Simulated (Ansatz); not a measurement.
**C2H8BGeN (singlet): from a generated start to a stationary point**

Where does this start of C2H8BGeN (singlet) end when it is relaxed?

The runs use Ansatz 0.2.0, Gaussian basis; RKS PBE0/def2-SVP.

1 further run of the same task is left out (it didn't finish).

### 1 The starting structure

13 atoms, charge 0, spin multiplicity 1.

Atoms are counted from 1 here; the program's logs count them from 0.

Bond lengths: B1–N2 1.517 Å, B1–H6 1.250 Å, B1–H7 1.142 Å, N2–Ge3 1.866 Å, N2–C4 1.449 Å, Ge3–H8 1.495 Å, Ge3–H9 1.589 Å, Ge3–H10 1.569 Å, C4–C5 1.335 Å, C4–H11 1.110 Å, C5–H12 1.060 Å, C5–H13 1.112 Å. Angles: N2–B1–H6 117.2°, N2–B1–H7 124.1°, H6–B1–H7 118.5°, B1–N2–Ge3 115.7°, B1–N2–C4 121.6°, Ge3–N2–C4 122.5°, N2–Ge3–H8 111.2°, N2–Ge3–H9 108.8°, N2–Ge3–H10 108.6°, H8–Ge3–H9 112.2°, H8–Ge3–H10 109.2°, H9–Ge3–H10 106.8°, N2–C4–C5 123.6°, N2–C4–H11 116.4°, C5–C4–H11 118.9°, C4–C5–H12 120.9°, C4–C5–H13 117.8°, H12–C5–H13 121.2°.

The start is a generated structure. Sticks and bond lists go by distance. No spin-orbit coupling is included. 

### 2 The run

Contents of in.yaml:

```yaml
crystal:
  periodic: [false, false, false]
  atoms:
    - {symbol: B, position_ang: [-0.456200, 0.405000, 1.913200]}
    - {symbol: N, position_ang: [-0.138200, 0.126300, 0.455900]}
    - {symbol: Ge, position_ang: [0.381600, -1.621800, 0.061100]}
    - {symbol: C, position_ang: [-0.147000, 1.179900, -0.539200]}
    - {symbol: C, position_ang: [0.084100, 0.972600, -1.837900]}
    - {symbol: H, position_ang: [-0.858000, 1.552800, 2.201500]}
    - {symbol: H, position_ang: [-0.416100, -0.382000, 2.740100]}
    - {symbol: H, position_ang: [-0.507900, -2.229200, -0.976200]}
    - {symbol: H, position_ang: [0.397800, -2.466300, 1.407100]}
    - {symbol: H, position_ang: [1.856200, -1.595800, -0.475200]}
    - {symbol: H, position_ang: [-0.557500, 2.160000, -0.216800]}
    - {symbol: H, position_ang: [0.434300, 0.034000, -2.185800]}
    - {symbol: H, position_ang: [-0.052700, 1.829800, -2.533100]}
basis:
  gaussian: {orbitals: def2-SVP}
hamiltonian: {xc: pbe0}
relax: {f_tol: 0.01, max_steps: 150}
```

Run with:

```bash
ansatz run in.yaml --threads 1 --pin off --events-out ev --progress --plain --max-ram 24576MiB --backend cuda --devices 0, --max-vram 18GiB
```

**Question.** What will these runs give? Wanted: energy gained; shift from the start; total energy; dipole moment.

As calculated:

```
                  quantity           value
                     steps               8
             energy gained        0.531 eV
shift from the start (rms)         0.079 Å
              total energy  -60866.1035 eV
             dipole moment          1.31 D
```

In words: The bonds of the start are those of the end. B1–N2 went from 1.517 to 1.409 Å. No vibrations were run, so this is a stationary point, not a proven minimum, and this spin need not be the ground state's.
